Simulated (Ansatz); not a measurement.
# CH₄AlBrFN: how energies converge with the basis set

How large a basis does CH₄AlBrFN need? Two functionals are run in growing sets.

Method: one geometry, several basis sets; program: Ansatz 0.2.0, Gaussian basis.

The runs, in order: PBE0-D4/def2-SVP; ωB97M-V/def2-SVP; PBE0-D4/def2-QZVPP; ωB97M-V/def2-QZVPP; the functionals' def2-TZVPP values are taken from earlier runs.

## (1) The geometry

An earlier PBE0-D4 in a triple-zeta def2 set relaxation fixed the geometry.

SMILES `C[NH][Al]([F])[Br]`, 9 atoms, charge 0, spin multiplicity 1.

Atoms are counted from 1 here; the program's logs count them from 0.

Bond lengths: C1–N2 1.450 Å, C1–H6 1.095 Å, C1–H7 1.092 Å, C1–H8 1.095 Å, N2–Al3 1.748 Å, N2–H9 1.009 Å, Al3–F4 1.643 Å, Al3–Br5 2.238 Å. Angles: N2–C1–H6 112.0°, N2–C1–H7 110.0°, N2–C1–H8 112.0°, H6–C1–H7 107.3°, H6–C1–H8 108.0°, H7–C1–H8 107.3°, C1–N2–Al3 128.1°, C1–N2–H9 112.7°, Al3–N2–H9 119.2°, N2–Al3–F4 119.5°, N2–Al3–Br5 121.1°, F4–Al3–Br5 119.4°.

## (2) PBE0-D4 in def2-SVP

Contents of in.yaml:

```yaml
crystal:
  periodic: [false, false, false]
  atoms:
    - {symbol: C, position_ang: [-0.789398, -0.925490, 0.574386]}
    - {symbol: N, position_ang: [-0.131485, 0.350845, 0.370692]}
    - {symbol: Al, position_ang: [0.996457, 0.794899, -0.888602]}
    - {symbol: F, position_ang: [1.418437, -0.313742, -2.025171]}
    - {symbol: Br, position_ang: [1.876064, 2.850580, -0.978058]}
    - {symbol: H, position_ang: [-0.533647, -1.369177, 1.542774]}
    - {symbol: H, position_ang: [-0.480369, -1.631414, -0.198792]}
    - {symbol: H, position_ang: [-1.880071, -0.838522, 0.520170]}
    - {symbol: H, position_ang: [-0.387389, 1.035722, 1.065402]}
basis:
  gaussian: {orbitals: def2-SVP}
hamiltonian: {xc: pbe0, dispersion: d4}
output: {orbitals: {seedname: orbitals}}
```

After this run come: ωB97M-V in def2-SVP; PBE0-D4 in def2-QZVPP; ωB97M-V in def2-QZVPP.

Q: Predict the results of all the runs planned. Wanted: PBE0-D4: double and triple zeta above quadruple; ωB97M-V: double and triple zeta above quadruple.

The runs gave:

| quantity | value |
| --- | --- |
| PBE0-D4: double and triple zeta above quadruple | 19.26, 1.96 eV |
| ωB97M-V: double and triple zeta above quadruple | 19.31, 1.88 eV |

In words: For PBE0-D4 the step from double to triple zeta gains 17.30 eV and the next only 1.96 eV. Total energies overstate the basis error of differences, where much of it tends to cancel. The LUMO of ωB97M-V is positive and keeps falling with the basis (1.24 to 0.60 eV): an unbound level that the basis holds in place.
